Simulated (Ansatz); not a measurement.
# GeH (doublet): wave-function methods side by side, aug-cc-pVTZ

The task here is to estimate one member of a computed series from the others.

Computed with Ansatz 0.2.0, Gaussian basis. Level: aug-cc-pVTZ, core rule «outside noble gas», up to 14 orbitals frozen.

The runs, in order: UHF; CCSD(T) on ROHF; CCSD(T) on UHF; BCCD(T) on ROHF; CCSDT(Q) on ROHF; CCSDT(Q) on UHF; CASSCF and MRCISD+Q, 5 electrons in 5 orbitals; CASSCF and NEVPT2, 5 electrons in 5 orbitals.

7 further runs of the same task are left out: 2 that didn't finish, 5 set aside as unsound or not needed.

## The geometry

The geometry is a PBE0/def2-TZVPD stationary point (not a proven minimum) of the parent state, kept for this charge and spin. No spin-orbit coupling is included. The filled d shell of Ge may be among the frozen orbitals whatever the setting's name suggests; the logs give the count.

2 atoms, charge 0, spin multiplicity 2.

Atoms are counted from 1 here; the program's logs count them from 0.

Bond lengths: Ge1–H2 1.633 Å.

Set-up of the first run:

in.yaml reads:

```yaml
crystal:
  periodic: [false, false, false]
  atoms:
    - {symbol: Ge, position_ang: [0.000000, 0.000000, 0.000000]}
    - {symbol: H, position_ang: [0.000000, 0.000000, 1.633171]}
basis:
  gaussian: {orbitals: aug-cc-pVTZ}
magnetization: {spin_polarized: true, initial_magnetization: 1}
hamiltonian: {xc: hf}
output: {orbitals: {seedname: orbitals}}
```

Launch:

```console
ansatz run in.yaml --threads 1 --pin off --events-out ev --progress --plain --max-ram 2393MiB
```

Among the steps run: UHF; CCSD(T) on ROHF; CCSD(T) on UHF; BCCD(T) on ROHF; CCSDT(Q) on ROHF; CCSDT(Q) on UHF; CASSCF and MRCISD+Q, 5 electrons in 5 orbitals; CASSCF and NEVPT2, 5 electrons in 5 orbitals.

One of the session's tables, all rows but one given; the rest of the session is left out.

| method | from UCCSDT(Q) (meV) |
| --- | --- |
| ROHF | +2869.4 |
| UHF | +2758.9 |
| RMP2 | +650.3 |
| UMP2 | +662.8 |
| RCCSD | +100.4 |
| UCCSD | +93.3 |
| RCCSD(T) | +23.1 |
| UCCSD(T) | +19.6 |
| BCCD(T) | +23.3 |
| RCCSDT | +5.7 |
| UCCSDT | ? |
| RCCSDT(Q) | +3.7 |
| UCCSDT(Q) | 0 |
| CASSCF valence | +1973.0 |
| NEVPT2 valence | +533.2 |
| MRCISD valence | +96.3 |
| MRCISD+Q valence | +6.1 |

Estimate the missing values for UCCSDT.

As computed: from UCCSDT(Q) (meV): +1.9. In the column «from UCCSDT(Q) (meV)» it lies between UCCSDT(Q) (0) and RCCSDT(Q) (+3.7).

Among the levels timed on like hardware and quicker than the yardstick, those that no quicker one beats, quickest first: NEVPT2 valence (2.3 s, +533.2 meV); MRCISD+Q valence (2.9 s, +6.1 meV); RCCSDT(Q) (32 s, +3.7 meV).

Caveats from the session: Of the multireference levels listed MRCISD+Q valence comes nearest in total energy (+6.1 meV), which doesn't show that its space is the better one. Restricted and unrestricted rows rest on different reference determinants; where their highest levels disagree by more than a few hundredths of an eV, they describe different states and don't form one ladder.
